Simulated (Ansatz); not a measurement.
# WSe2: the cost of one run

Method: DFT r2SCAN, scalar-relativistic, plane waves, PAW, in Ansatz 0.2.0.

4 further runs of the same task are left out: 2 that didn't finish, 2 set aside as unsound or not needed.

### 1 The structure to begin with

Symmetry: P6_3/mmc, No. 194, hexagonal system. Conventional cell: a = 3.315 Å, b = 3.315 Å, c = 13.713 Å, α = 90.00°, β = 90.00°, γ = 120.00°. W (site symmetry -6m2) has 6 Se at 2.53 Å as nearest neighbours. Around Se (site symmetry 3m) lie 3 W at 2.53 Å.

As a file:

```
CELL_PARAMETERS angstrom
3.31523 0.00000 0.00000
-1.65761 2.87107 0.00000
0.00000 0.00000 13.71250
ATOMIC_POSITIONS crystal
W 0.33333 0.66667 0.25000
W 0.66667 0.33333 0.75000
Se 0.33333 0.66667 0.62883
Se 0.66667 0.33333 0.12883
Se 0.33333 0.66667 0.87117
Se 0.66667 0.33333 0.37117
```

It is the result of an earlier relaxation at this level (volume 21.75 Å³/atom; gap on the mesh: 1.35 eV).

### 2 The cell scaled to 0.97 of its volume

input.yaml

```yaml
crystal:
  lattice:
    - [3.2817395211, 0.0, 0.0]
    - [-1.6408697605, 2.8420697939, 0.0]
    - [0.0, 0.0, 13.5739824969]
  atoms:
    - { symbol: W, position: [0.3333333333, 0.6666666667, 0.25] }
    - { symbol: W, position: [0.6666666667, 0.3333333333, 0.75] }
    - { symbol: Se, position: [0.3333333333, 0.6666666667, 0.6288316839] }
    - { symbol: Se, position: [0.6666666667, 0.3333333333, 0.1288316839] }
    - { symbol: Se, position: [0.3333333333, 0.6666666667, 0.8711683161] }
    - { symbol: Se, position: [0.6666666667, 0.3333333333, 0.3711683161] }
basis:
  ecutwfc: 500
kpoints:
  mp_grid: { grid: [12, 12, 2] }
hamiltonian:
  xc: r2scan
scf:
  occupations: { method: gaussian, width: 0.02 }
output:
  forces: true
  stress: true
  eigenvalues: true
relax:
  adjacent_minimum: "off"
  f_tol: 0.01
  max_steps: 30
  cell: { stress_tol: 0.1, fix: [volume] }
```

Run with:

```bash
> ansatz run input.yaml --threads 2 --pin off --max-ram 5120MiB --backend cpu --events-out ev --progress --plain --runs-dir out
```

Q: Estimate wall time and peak memory on 2 threads of Intel Xeon Platinum 8375C at 2.90GHz (Ice Lake), shared host.

About 85 s, with a peak of 0.88 GiB.
